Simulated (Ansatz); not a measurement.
# H4O4Si: the cost of one run

Program: Ansatz 0.2.0. Level of theory: UKS BLYP/STO-3G. These are calculated values, not measurements.

## (1) The system as given

Bond lengths: Si1–O2 2.067 Å, Si1–O3 1.559 Å, Si1–O5 1.618 Å, Si1–O6 1.598 Å, O2–H7 0.955 Å, O5–H8 0.954 Å, O6–H9 0.955 Å. Angles: Si1–O2–H7 117.2°, O2–Si1–O3 78.8°, O2–Si1–O5 108.8°, O2–Si1–O6 105.6°, O3–Si1–O5 124.8°, O3–Si1–O6 123.0°, O5–Si1–O6 107.7°, Si1–O5–H8 120.0°, Si1–O6–H9 119.9°.

Coordinates:

```xyz
9

Si   -0.3980   -0.3405   -0.1652
O     1.4442    0.1206    0.6520
O    -0.4413   -1.1613    1.1601
H     0.7411   -0.6999    1.3345
O    -1.2099    1.0336   -0.4280
O    -0.0835   -0.9985   -1.5871
H     1.5296    0.9661    1.0886
H    -1.5665    1.5254    0.3077
H    -0.0156   -0.4454   -2.3626
```

## (2) Run 1

150 steps of 0.5 fs at constant energy, with velocities drawn for 600 K.

Input file input.yaml:

```yaml
crystal:
  periodic: [false, false, false]
  atoms:
    - { symbol: Si, position_ang: [-0.398, -0.3405, -0.1652] }
    - { symbol: O, position_ang: [1.4442, 0.1206, 0.652] }
    - { symbol: O, position_ang: [-0.4413, -1.1613, 1.1601] }
    - { symbol: H, position_ang: [0.7411, -0.6999, 1.3345] }
    - { symbol: O, position_ang: [-1.2099, 1.0336, -0.428] }
    - { symbol: O, position_ang: [-0.0835, -0.9985, -1.5871] }
    - { symbol: H, position_ang: [1.5296, 0.9661, 1.0886] }
    - { symbol: H, position_ang: [-1.5665, 1.5254, 0.3077] }
    - { symbol: H, position_ang: [-0.0156, -0.4454, -2.3626] }
magnetization:
  spin_polarized: true
basis:
  gaussian: { orbitals: STO-3G }
hamiltonian:
  xc: blyp
md:
  timestep: 0.5
  n_steps: 150
  ensemble: nve
  temperature: 600.0
  initial_velocities: maxwell_boltzmann
  seed: 681370
```

Started as:

```bash
$ ansatz run input.yaml --threads 1 --pin off --max-ram 2048MiB --backend cpu --events-out ev --progress --plain --runs-dir out
```

What time and memory should one allow on 1 thread of Intel Xeon at 2.50GHz (Skylake/Cascade Lake), shared host?

About 9.7 min, with a peak of 0.12 GiB.
